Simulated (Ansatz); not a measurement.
# Nb3Te8Mo: the cost of one run

Method: DFT PBE, scalar-relativistic, plane waves, PAW, in Ansatz 0.2.0.

1 further run of the same task is left out (set aside as unsound or not needed).

**1. The starting structure**

Symmetry: P-3m1, No. 164, trigonal system. The conventional cell has a = 3.646 Å, b = 3.646 Å, c = 29.927 Å, α = 90.00°, β = 90.00°, γ = 120.00°. Nb (site symmetry 3m) has 6 Te at 2.81 Å as nearest neighbours. Around Nb (site symmetry -3m) lie 6 Te at 2.81 Å. Te (site symmetry 3m) is surrounded by 3 Mo at 2.77 Å. Te (site symmetry 3m) is surrounded by 3 Nb at 2.81 Å. Mo (site symmetry -3m) has 6 Te at 2.77 Å as nearest neighbours.

Structure file:

```
CELL_PARAMETERS angstrom
3.64597 0.00000 0.00000
-1.82299 3.15750 0.00000
0.00000 0.00000 29.92668
ATOMIC_POSITIONS crystal
Nb 0.00000 0.00000 0.74804
Nb 0.00000 0.00000 0.25196
Nb 0.00000 0.00000 0.50000
Te 0.66667 0.33333 0.94007
Te 0.66667 0.33333 0.18967
Te 0.66667 0.33333 0.43787
Te 0.66667 0.33333 0.68603
Te 0.33333 0.66667 0.81033
Te 0.33333 0.66667 0.05993
Te 0.33333 0.66667 0.31397
Te 0.33333 0.66667 0.56213
Mo 0.00000 0.00000 0.00000
```

It is the end of an earlier relaxation with the same method, from a generated guess; it is a trial structure. At a tolerance of 0.05 Å it has space group P-3m1 (No. 164); it has 28.71 Å³/atom, an uncorrected energy of -0.34 eV/atom over the elements.

**2. Static run: bands, density of states and charges**

input.yaml reads:

```yaml
crystal:
  lattice:
    - [3.645972568, 0.0, 0.0]
    - [-1.822986284, 3.1575048654, 0.0]
    - [0.0, 0.0, 29.9266765689]
  atoms:
    - { symbol: Nb, position: [0.0, 0.0, 0.7480354476] }
    - { symbol: Nb, position: [0.0, 0.0, 0.2519645524] }
    - { symbol: Nb, position: [0.0, 0.0, 0.5] }
    - { symbol: Te, position: [0.6666666667, 0.3333333333, 0.9400668017] }
    - { symbol: Te, position: [0.6666666667, 0.3333333333, 0.189671768] }
    - { symbol: Te, position: [0.6666666667, 0.3333333333, 0.4378690203] }
    - { symbol: Te, position: [0.6666666667, 0.3333333333, 0.6860327433] }
    - { symbol: Te, position: [0.3333333333, 0.6666666667, 0.810328232] }
    - { symbol: Te, position: [0.3333333333, 0.6666666667, 0.0599331983] }
    - { symbol: Te, position: [0.3333333333, 0.6666666667, 0.3139672567] }
    - { symbol: Te, position: [0.3333333333, 0.6666666667, 0.5621309797] }
    - { symbol: Mo, position: [0.0, 0.0, 0.0] }
basis:
  ecutwfc: 420
kpoints:
  mp_grid: { grid: [12, 12, 2] }
  band_path:
    path:
      - [[0.0, 0.0, 0.0], [0.5, 0.0, 0.0], [0.33333333, 0.33333333, 0.0], [0.0, 0.0, 0.0], [0.0, 0.0, 0.5], [0.5, 0.0, 0.5], [0.33333333, 0.33333333, 0.5], [0.0, 0.0, 0.5]]
      - [[0.5, 0.0, 0.5], [0.5, 0.0, 0.0]]
      - [[0.33333333, 0.33333333, 0.5], [0.33333333, 0.33333333, 0.0]]
    npoints: 10
hamiltonian:
  xc: pbe
scf:
  occupations: { method: gaussian, width: 0.1 }
  n_extra_bands: 30
output:
  forces: true
  stress: true
  eigenvalues: true
  populations: true
  dos: { projected: true, de: 0.02, nscf_kmesh: { grid: [15, 15, 3] } }
  bader: false
  write_density: true
  write_potential: true
  elf: true
  volumetric_format: npy
```

Launch:

```console
ansatz run input.yaml --threads 4 --pin off --max-ram 8192MiB --backend cpu --events-out ev --progress --plain --runs-dir out
```

What time and memory should one allow on 4 threads of Intel Xeon at 2.70GHz, shared host?

About 2.4 min, with a peak of 2.8 GiB.
